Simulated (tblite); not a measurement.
# C5H11PS: the cost of one run

The runs use tblite 0.8.0 and PySCF 2.14.0, with density-fitted response routines of our own; the level of theory stands in each step. All values are computed, except where a source is named. Atoms are numbered from 0 throughout.

## Step 1: The starting structure

18 atoms, charge 0, multiplicity 1; geometry from: force field or distance geometry start.

Bonds of the start (Å): C0–C1 1.30, C1–P2 1.79, P2–S3 1.74, P2–C4 1.80, C4–C5 1.50, C5–C6 1.50, C0–H7 1.09, C0–H8 1.08, C1–H9 1.12, P2–H10 1.43, C4–H11 1.12, C4–H12 1.12, C5–H13 1.12, C5–H14 1.11, C6–H15 1.13, C6–H16 1.10, C6–H17 1.09.

## Step 2: Optimising the geometry with GFN2-xTB

The job: settings as JSON, then the geometry in Å.

```
{"job": {"kind": "relax", "xc": "GFN2-xTB", "basis": "xTB"}, "charge": 0, "multiplicity": 1}
C     -2.693600     1.334000    -0.039100
C     -2.156600     0.154600     0.066800
P     -0.815900    -0.457900    -0.953900
S     -0.259700     0.850100    -1.962900
C      0.490500    -1.253200    -0.010300
C      1.801000    -0.740700    -0.535900
C      1.972900     0.743900    -0.403500
H     -3.496300     1.596600     0.653400
H     -2.414200     2.084700    -0.768900
H     -2.520200    -0.538900     0.860800
H     -1.359500    -1.404800    -1.884100
H      0.374800    -0.994900     1.076400
H      0.387100    -2.361500    -0.116800
H      2.608800    -1.291000     0.018500
H      1.872300    -1.019000    -1.603700
H      2.874100     0.892000     0.270100
H      2.191500     1.244300    -1.362900
H      1.134300     1.167900     0.154800
```

Launch:

```bash
OMP_NUM_THREADS=1 python probes_run.py task.json out
```

One launch serves the whole session: the jobs run in the order shown.

Q: Estimate the wall time and peak memory of this first job on 1 thread of Arm Neoverse V1, shared host.

About 1.2 s, with a peak of 0.18 GiB.
